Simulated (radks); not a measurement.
# Sn in [Kr] 4d10 5s1.5 5p2 5d0.5: an all-electron calculation

An exercise on one series of results from a longer session: the logs are not shown, and one member is left open.

The numbers are computed with radks (a radial shooting solver on a logarithmic mesh, Libxc functionals) version 1 (scalar-relativistic Kohn-Sham, B86b exchange with PBE correlation, spin-unpolarised, spherical densities, finite nucleus), except any that are marked as measured or tabulated.

## The system

```
element            : tin (Z = 50)
charge             : 0
electrons          : 50
configuration      : [Kr] 4d10 5s1.5 5p2 5d0.5
nuclear rms radius : 4.6519 fm
```

The first run:

Settings of this run:

```text
Z 50
configuration [Kr] 4d10 5s1.5 5p2 5d0.5
relativity scalar-relativistic
functional b86_mgc,pbe
spin unpolarised
nucleus finite rms 4.6519 fm
c 137.035999084
```

Command:

```bash
$ python run_ks.py task.json out
```

All runs below come from this command, one after another.

One table of the session follows, with a row left open; its other results are not shown here.

It belongs to the step «Radial structure». From the orbitals of this run (lengths in bohr):

```
level      <r>  outermost maximum (interpolated)  90 % within  nodes
   1s  0.02905                            0.0188       0.0522      0
   2s   0.1255                             0.106        0.194      1
   2p   0.1096                            0.0849        0.178      0
   3s   0.3393                             0.308        0.499      2
   3p   0.3377                             0.301        0.507      1
   3d   0.3146                             0.251        0.496      0
   4s   0.8185                             0.746         1.18      3
   4p   0.8856                             0.788         1.30      2
   4d    1.096                             0.887         1.71      1
   5s    2.339                              1.99         3.45      4
   5p    3.027                              2.47         4.58      3
   5d        ?                                 ?            ?      ?
```

**Question.** Estimate the row for 5d.

As computed: <r>: 12.63; outermost maximum (interpolated): 12.4; 90 % within: 19.4; nodes: 2. In the column «<r>» it is the highest.
